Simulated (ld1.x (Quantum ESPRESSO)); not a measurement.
**Pseudopotential generation for B: RRKJ, PBE**

Aim: build the potential from the settings below, then test how well it stands in for the atom: other configurations, scattering, ghost states and the plane-wave cutoff that it needs.

The numbers are computed with ld1.x (Quantum ESPRESSO) 7.5 (PBE, scalar-relativistic, spin-unpolarised reference atom).

### Step 1. The atom and the settings

The settings as typed:

| Property | Result |
| --- | --- |
| element | boron (B, Z = 5) |
| type | norm-conserving RRKJ (Kleinman–Bylander form) |
| frozen core | [He] |
| valence charge | 3 |
| reference configuration | 2s2 2p1 |
| partial waves | 2s (bound): rc 1.25 bohr; 2p (bound): rc 2.55 bohr; 3d channel at 0.45 Ry: rc 2.15 bohr |
| local potential | all-electron potential smoothed inside 2.05 bohr (lloc = -2) |
| core correction | not asked for |

An earlier all-electron run gives the scale for the radii.

All-electron outer shells of the reference configuration (PBE, scalar-relativistic, ld1.x):

| shell | level (eV) | outermost node (bohr) | outermost maximum (bohr) |
| --- | --- | --- | --- |
| 1s | -180.59 | – | 0.21 |
| 2s | -9.44 | 0.46 | 1.52 |
| 2p | -3.61 | – | 1.57 |

### Step 2. Generation

Input file B.in:

```
 &input
   title='B', zed=5., rel=1, dft='PBE', iswitch=3,
   config='[He] 2s2 2p1 3d-2',
   nld=3, rlderiv=2.75, eminld=-3.0, emaxld=5.0, deld=0.02
 /
 &inputp
   pseudotype=2, tm=.false., lloc=-2, rcloc=2.05,
   nlcc=.false.,
   file_pseudopw='B.UPF', file_wfcaegen='ae.wfc', file_wfcncgen='nc.wfc', file_beta='beta', file_chi='chi'
 /
3
2S  1  0   2.00   0.00  1.25  1.25  0.0
2P  2  1   1.00   0.00  2.55  2.55  0.0
3D  3  2  -2.00   0.45  2.15  2.15  0.0
 &test
   configts(1)='2s2 2p1'
 /
```

The run is started by

```
$ ld1.x < B.in > B.out
```

What the program wrote to B.out (without the banner and most projector matrices):

```text
     Program LD1 v.7.5
     --------------------------- All-electron run ----------------------------

     B
     scalar relativistic calculation

     atomic number is  5.00
     dft =PBE   lsd =0 sic =0 latt =0  beta=0.20 tr2=1.0E-14
     Exchange-correlation= PBE
                           (   1   4   3   4   0   0   0)
     mesh =1059 r(mesh) = 101.04461 a.u. xmin = -7.00 dx = 0.01250
     1 Ry =  13.60569312 eV, c = 137.03599908

     n l     nl                  e(Ry)          e(Ha)          e(eV)
     1 0     1S 1( 2.00)       -13.2731        -6.6366      -180.5900
     2 0     2S 1( 2.00)        -0.6941        -0.3470        -9.4431
     2 1     2P 1( 1.00)        -0.2651        -0.1326        -3.6070

     final scf error:  7.5E-15 reached in  32 iterations

     Etot =     -49.206684 Ry,     -24.603342 Ha,    -669.491037 eV

     Ekin =      49.037301 Ry,      24.518651 Ha,     667.186471 eV
     Encl =    -113.771076 Ry,     -56.885538 Ha,   -1547.934352 eV
     Eh   =      23.125741 Ry,      11.562870 Ha,     314.641731 eV
     Exc  =      -7.598649 Ry,      -3.799325 Ha,    -103.384887 eV

     normalization and overlap integrals

     s(1S/1S) =  1.000000  <r> =   0.3294  <r2> =    0.1474  r(max) =   0.2103
     s(2S/2S) =  1.000000  <r> =   1.9516  <r2> =    4.5978  r(max) =   1.5152
     s(2P/2P) =  1.000000  <r> =   2.3015  <r2> =    6.8902  r(max) =   1.5731

     ------------------------ End of All-electron run ------------------------

     --------------------- Generating NC pseudopotential ---------------------

      Generating local potential from pseudized AE potential:
      Matching radius rcloc =   2.0500
      Enforcing V''(0)=0 (lloc=-2)

      Local pseudo, rcloc= 2.045 Estimated cut-off energy=     7.21 Ry

      Wfc   2S  rcut= 1.241  Estimated cut-off energy=       78.85 Ry
      This function has    0 nodes for 0 < r <    1.241

      Wfc   2P  rcut= 2.561  Estimated cut-off energy=       26.96 Ry
      This function has    0 nodes for 0 < r <    2.561

      Wfc   3D  rcut= 2.150  Estimated cut-off energy=       48.22 Ry
      This function has    0 nodes for 0 < r <    2.150

     ------------------- End of pseudopotential generation -------------------

     [... the all-electron block is printed once more ...]


     Computing logarithmic derivative in   2.74377
     Computing logarithmic derivative in   2.74377
     Computing the partial wave expansion
     R is outside the sphere for l=    0 j= 0.00
     R is outside the sphere for l=    1 j= 0.00
     R is outside the sphere for l=    2 j= 0.00

     ---------------------- Testing the pseudopotential ----------------------

     B
     scalar relativistic calculation

     atomic number is  5.00   valence charge is  3.00
     dft =PBE   lsd =0 sic =0 latt =0  beta=0.20 tr2=1.0E-14
     mesh =1059 r(mesh) = 101.04461 xmin = -7.00 dx = 0.01250

     n l     nl             e AE (Ry)        e PS (Ry)    De AE-PS (Ry)
     1 0     2S   1( 2.00)       -0.69405       -0.69406        0.00000
     2 1     2P   1( 1.00)       -0.26511       -0.26511        0.00000

     eps = 3.7E-15  iter =  3

     Etot =     -49.206684 Ry,     -24.603342 Ha,    -669.491037 eV
     Etotps =    -5.163274 Ry,      -2.581637 Ha,     -70.249923 eV

     Ekin =       2.461525 Ry,       1.230762 Ha,      33.490749 eV
     Encl =      -9.478802 Ry,      -4.739401 Ha,    -128.965676 eV
     Ehrt =       3.973436 Ry,       1.986718 Ha,      54.061347 eV
     Ecxc =      -1.605290 Ry,      -0.802645 Ha,     -21.841082 eV
     Epseu=      -0.514142 Ry,      -0.257071 Ha,      -6.995260 eV

     ---------------------- End of pseudopotential test ----------------------
```

It took 1.7 s on 1 thread of Neoverse-V1, shared host. This counts the later configuration tests of the new file too.

All-electron and pseudo partial waves u(r) = r·R(r), from the program's wave files:

| r (bohr) | 2s AE | 2s PS | 2p AE | 2p PS |
| --- | --- | --- | --- | --- |
| 0.128 | -0.2947 | 0.0296 | 0.0417 | 0.0151 |
| 0.255 | -0.2634 | 0.0727 | 0.1258 | 0.0583 |
| 0.382 | -0.1123 | 0.1379 | 0.2196 | 0.1249 |
| 0.510 | 0.0708 | 0.2256 | 0.3095 | 0.2089 |
| 0.638 | 0.2447 | 0.3276 | 0.3886 | 0.3014 |
| 0.765 | 0.3923 | 0.4314 | 0.4544 | 0.3931 |
| 0.893 | 0.5123 | 0.5275 | 0.5092 | 0.4778 |
| 1.020 | 0.6033 | 0.6073 | 0.5526 | 0.5485 |
| 1.148 | 0.6683 | 0.6686 | 0.5853 | 0.6027 |
| 1.275 | 0.7094 | 0.7094 | 0.6076 | 0.6385 |
| 1.402 | 0.7310 | 0.7310 | 0.6210 | 0.6574 |
| 1.530 | 0.7366 | 0.7366 | 0.6268 | 0.6619 |
| 1.658 | 0.7293 | 0.7293 | 0.6261 | 0.6554 |
| 1.785 | 0.7125 | 0.7125 | 0.6201 | 0.6417 |
| 1.912 | 0.6884 | 0.6884 | 0.6099 | 0.6237 |
| 2.040 | 0.6590 | 0.6590 | 0.5962 | 0.6037 |
| 2.168 | 0.6262 | 0.6262 | 0.5799 | 0.5832 |
| 2.295 | 0.5915 | 0.5915 | 0.5618 | 0.5628 |
| 2.422 | 0.5558 | 0.5558 | 0.5423 | 0.5424 |
| 2.550 | 0.5197 | 0.5197 | 0.5217 | 0.5217 |
| 2.678 | 0.4841 | 0.4841 | 0.5006 | 0.5006 |
| 2.805 | 0.4497 | 0.4497 | 0.4794 | 0.4794 |
| 2.932 | 0.4165 | 0.4165 | 0.4582 | 0.4582 |
| 3.060 | 0.3846 | 0.3846 | 0.4371 | 0.4371 |
| 3.188 | 0.3544 | 0.3544 | 0.4163 | 0.4163 |
| 3.315 | 0.3262 | 0.3262 | 0.3962 | 0.3962 |

### Step 3. Configuration tests

Input file B.test.in:

```
 &input
   title='B', zed=5., rel=1, dft='PBE', iswitch=2,
   config='[He] 2s2 2p1 3d-2'
 /
 &test
   file_pseudo='B.UPF', nconf=8,
   configts(1)='2s2 2p1',
   configts(2)='2s2 2p0',
   configts(3)='2s1 2p0',
   configts(4)='2s2 2p0.5',
   configts(5)='2s1 2p1',
   configts(6)='2s1 2p2',
   configts(7)='2s2 2p1.3',
   configts(8)='2s0 2p3'
 /
```

The run is started by

```
$ ld1.x < B.test.in > B.test.out
```

B.test.out, the pseudopotential blocks:

```text
     ---------------------- Testing the pseudopotential ----------------------

     B
     scalar relativistic calculation

     atomic number is  5.00   valence charge is  3.00
     dft =PBE   lsd =0 sic =0 latt =0  beta=0.20 tr2=1.0E-14
     mesh =1059 r(mesh) = 101.04461 xmin = -7.00 dx = 0.01250

     n l     nl             e AE (Ry)        e PS (Ry)    De AE-PS (Ry)
     1 0     2S   1( 2.00)       -0.69405       -0.69406        0.00000
     2 1     2P   1( 1.00)       -0.26511       -0.26511        0.00000

     eps = 1.5E-15  iter = 19

     Etot =     -49.206684 Ry,     -24.603342 Ha,    -669.491038 eV
     Etotps =    -5.163274 Ry,      -2.581637 Ha,     -70.249921 eV

     Ekin =       2.461525 Ry,       1.230762 Ha,      33.490750 eV
     Encl =      -9.478802 Ry,      -4.739401 Ha,    -128.965675 eV
     Ehrt =       3.973436 Ry,       1.986718 Ha,      54.061347 eV
     Ecxc =      -1.605290 Ry,      -0.802645 Ha,     -21.841082 eV
     Epseu=      -0.514142 Ry,      -0.257071 Ha,      -6.995260 eV

     ---------------------- End of pseudopotential test ----------------------

     ---------------------- Testing the pseudopotential ----------------------

     B
     [...]
     n l     nl             e AE (Ry)        e PS (Ry)    De AE-PS (Ry)
     1 0     2S   1( 2.00)       -1.43403       -1.42856       -0.00547  !
     2 1     2P   1( 0.00)       -0.98227       -0.97110       -0.01117  !

     eps = 6.5E-15  iter = 19

     Etot =     -48.602552 Ry,     -24.301276 Ha,    -661.271411 eV
     Etotps =    -4.562525 Ry,      -2.281262 Ha,     -62.076310 eV
     dEtot_ae =       0.604131 Ry
     dEtot_ps =       0.600749 Ry,   Delta E=       0.003382 Ry

     [...]
     ---------------------- End of pseudopotential test ----------------------

     ---------------------- Testing the pseudopotential ----------------------

     B
     [...]
     n l     nl             e AE (Ry)        e PS (Ry)    De AE-PS (Ry)
     1 0     2S   1( 1.00)       -2.31339       -2.29779       -0.01560  !
     2 1     2P   1( 0.00)       -1.87356       -1.83113       -0.04243  !

     eps = 3.0E-15  iter = 21

     Etot =     -46.734041 Ry,     -23.367020 Ha,    -635.849013 eV
     Etotps =    -2.703205 Ry,      -1.351603 Ha,     -36.778980 eV
     dEtot_ae =       2.472643 Ry
     dEtot_ps =       2.460069 Ry,   Delta E=       0.012574 Ry

     [...]
     ---------------------- End of pseudopotential test ----------------------

     ---------------------- Testing the pseudopotential ----------------------

     B
     [...]
     n l     nl             e AE (Ry)        e PS (Ry)    De AE-PS (Ry)
     1 0     2S   1( 2.00)       -1.03851       -1.03784       -0.00067
     2 1     2P   1( 0.50)       -0.59442       -0.59211       -0.00231

     eps = 3.8E-15  iter = 16

     Etot =     -48.994466 Ry,     -24.497233 Ha,    -666.603665 eV
     Etotps =    -4.951456 Ry,      -2.475728 Ha,     -67.367989 eV
     dEtot_ae =       0.212218 Ry
     dEtot_ps =       0.211818 Ry,   Delta E=       0.000400 Ry

     [...]
     ---------------------- End of pseudopotential test ----------------------

     ---------------------- Testing the pseudopotential ----------------------

     B
     [...]
     n l     nl             e AE (Ry)        e PS (Ry)    De AE-PS (Ry)
     1 0     2S   1( 1.00)       -1.43999       -1.44642        0.00643  !
     2 1     2P   1( 1.00)       -0.98910       -0.98873       -0.00037

     eps = 7.0E-15  iter = 16

     Etot =     -48.151191 Ry,     -24.075596 Ha,    -655.130332 eV
     Etotps =    -4.104946 Ry,      -2.052473 Ha,     -55.850638 eV
     dEtot_ae =       1.055492 Ry
     dEtot_ps =       1.058328 Ry,   Delta E=      -0.002835 Ry

     [...]
     ---------------------- End of pseudopotential test ----------------------

     ---------------------- Testing the pseudopotential ----------------------

     B
     [...]
     n l     nl             e AE (Ry)        e PS (Ry)    De AE-PS (Ry)
     1 0     2S   1( 1.00)       -0.72916       -0.73256        0.00340
     2 1     2P   1( 2.00)       -0.29827       -0.29994        0.00168

     eps = 9.6E-15  iter = 30

     Etot =     -48.776654 Ry,     -24.388327 Ha,    -663.640180 eV
     Etotps =    -4.732393 Ry,      -2.366197 Ha,     -64.387490 eV
     dEtot_ae =       0.430030 Ry
     dEtot_ps =       0.430881 Ry,   Delta E=      -0.000851 Ry

     [...]
     ---------------------- End of pseudopotential test ----------------------

     ---------------------- Testing the pseudopotential ----------------------

     B
     [...]
     n l     nl             e AE (Ry)        e PS (Ry)    De AE-PS (Ry)
     1 0     2S   1( 2.00)       -0.51890       -0.51861       -0.00029
     2 1     2P   1( 1.30)       -0.10161       -0.10164        0.00003

     eps = 5.7E-15  iter = 18

     Etot =     -49.260950 Ry,     -24.630475 Ha,    -670.229365 eV
     Etotps =    -5.217559 Ry,      -2.608779 Ha,     -70.988505 eV
     dEtot_ae =      -0.054266 Ry
     dEtot_ps =      -0.054285 Ry,   Delta E=       0.000019 Ry

     [...]
     ---------------------- End of pseudopotential test ----------------------

     ---------------------- Testing the pseudopotential ----------------------

     B
     [...]
     n l     nl             e AE (Ry)        e PS (Ry)    De AE-PS (Ry)
     1 0     2S   1( 0.00)       -0.75829       -0.76508        0.00680  !
     2 1     2P   1( 3.00)       -0.32646       -0.32976        0.00330

     eps = 1.0E-15  iter = 14

     Etot =     -48.345216 Ry,     -24.172608 Ha,    -657.770177 eV
     Etotps =    -4.298356 Ry,      -2.149178 Ha,     -58.482109 eV
     dEtot_ae =       0.861467 Ry
     dEtot_ps =       0.864918 Ry,   Delta E=      -0.003451 Ry

     [...]
     ---------------------- End of pseudopotential test ----------------------
```

The tests as a table, with energies relative to 2s2 2p1. The frozen-core shift comes from a second all-electron run, not shown, with the core orbitals held at their reference shape; it is that run's ΔE less the relaxed one.

```csv
valence configuration,charge,ΔE all-electron (eV),error AE − PS (meV),frozen-core shift (meV)
2s2 2p0,+1,8.220,+46,+0.3
2s1 2p0,+2,33.642,+171,+5.5
2s2 2p0.5,+0.5,2.887,+5.4,0.0
2s1 2p1,+1,14.361,-39,+1.0
2s1 2p2,0,5.851,-12,+0.5
2s2 2p1.3,-0.3,-0.738,+0.3,0.0
2s0 2p3,0,11.721,-47,+1.8
```

### Step 4. Logarithmic derivatives

Taken from the files of the generation run. The phase is arctan(r·u′/u) with u = r·R, unwrapped, with energies in Ry. A pole is an energy at which the radial function vanishes at the test radius. The pseudo phase is shifted by a multiple of π to meet the all-electron one at the reference energy. Levels narrower than the energy grid can be missing from the poles. The last column is the largest difference on the grid between −1 and +1 Ry.

```tsv
channel	radius (bohr)	reference (Ry)	poles AE	poles PS	window around the reference with phases within 0.05 rad (Ry)	largest difference near zero (rad)
s	2.74	-0.69	-0.20, 4.96	-0.20	below 1.3	0.018
p	2.74	-0.27	0.26, 4.51	0.27	below 1.2	0.019
d	2.74	0.45	2.82	2.84	below 4.7	0.000
```

Phases (rad) along the scan:

| E (Ry) | p AE | p PS | d AE | d PS |
| --- | --- | --- | --- | --- |
| -3.00 | 1.349 | 1.349 | 1.373 | 1.373 |
| -2.52 | 1.325 | 1.325 | 1.358 | 1.358 |
| -2.04 | 1.290 | 1.291 | 1.339 | 1.339 |
| -1.56 | 1.235 | 1.236 | 1.314 | 1.314 |
| -1.08 | 1.121 | 1.123 | 1.279 | 1.279 |
| -0.60 | 0.689 | 0.692 | 1.226 | 1.226 |
| -0.12 | -1.186 | -1.185 | 1.137 | 1.137 |
| 0.36 | -1.620 | -1.613 | 0.949 | 0.949 |
| 0.84 | -1.790 | -1.770 | 0.396 | 0.397 |
| 1.32 | -1.986 | -1.927 | -0.769 | -0.767 |
| 1.80 | -2.483 | -2.227 | -1.277 | -1.275 |
| 2.28 | -3.776 | -3.112 | -1.461 | -1.459 |
| 2.76 | -4.349 | -4.080 | -1.560 | -1.557 |
| 3.24 | -4.532 | -4.401 | -1.634 | -1.629 |
| 3.72 | -4.623 | -4.533 | -1.706 | -1.697 |
| 4.20 | -4.682 | -4.607 | -1.799 | -1.781 |
| 4.68 | -4.728 | -4.657 | -1.974 | -1.921 |

### Step 5. Cutoff and ghost test in a Bessel basis

This step uses the generator's waves and projectors in a separate script. Basis: spherical Bessel functions vanishing at 20 bohr, q² up to the cutoff; potential fixed at the reference.

All-electron valence levels (Ry): 2s -0.6940, 2p -0.2651. The lowest levels of each channel (Ry) by cutoff; the last column sums, over occupied levels, occupation times the distance from the level at 400 Ry. A positive value at high cutoff is not a bound level.

| cutoff (Ry) | s #1 | s #2 | p #1 | d #1 | f #1 | Σ f·Δε (mRy) |
| --- | --- | --- | --- | --- | --- | --- |
| 8 | -3.4708 | -0.4695 | -0.2174 | 0.0662 | 0.1130 | 496.7 |
| 10 | -5.7939 | -0.5675 | -0.2413 | 0.0662 | 0.1130 | 276.9 |
| 15 | -11.9973 | -0.6509 | -0.2637 | 0.0662 | 0.1130 | 87.9 |
| 18 | -16.7050 | -0.6744 | -0.2649 | 0.0662 | 0.1130 | 39.5 |
| 21 | -19.3413 | -0.6826 | -0.2651 | 0.0662 | 0.1130 | 23.0 |
| 30 | -23.4914 | -0.6912 | -0.2651 | 0.0662 | 0.1130 | 5.7 |
| 35 | -24.5980 | -0.6929 | -0.2651 | 0.0662 | 0.1130 | 2.4 |
| 40 | -25.1208 | -0.6936 | -0.2651 | 0.0662 | 0.1130 | 1.0 |
| 45 | -25.2945 | -0.6938 | -0.2651 | 0.0662 | 0.1130 | 0.6 |
| 50 | -25.4270 | -0.6939 | -0.2651 | 0.0662 | 0.1130 | 0.2 |
| 55 | -25.4714 | -0.6940 | -0.2651 | 0.0662 | 0.1130 | 0.1 |
| 400 | -25.5366 | -0.6941 | -0.2651 | 0.0662 | 0.1130 | 0.0 |

The sum stays within 10 mRy from 30 Ry and within 1 mRy from 45 Ry. The sum leaves out empty levels, which can need more. Ghost test: ghost state, bound below the all-electron valence or empty levels of the same l: s at -347.4 eV.

### Step 6. Outcome

```
                                                quantity                  value
               cutoffs for 10 and 1 mRy, occupied levels        30 Ry and 45 Ry
                                            bound ghosts        s at -347.44 eV
                            largest test error (AE − PS)  +171 meV, for 2s1 2p0
largest phase difference near zero energy, channels read              0.019 rad
```

It has a bound ghost (s), a state that the atom doesn't have, and that rules the file out. The worst unpolarised test, 2s1 2p0, is off by 171 meV on 33.6 eV; by total energies transferability rates as poor. Freezing the core alone would shift it much less, so the error comes from the pseudisation. The potential is soft on the atom at that tolerance: the looser tolerance needs 30 Ry. The slowest occupied level is 2s: taken alone it needs 40 Ry to come within 1 mRy, against 18 Ry for 2p. Near zero energy the phases of the channels with partial waves agree within 0.019 rad.
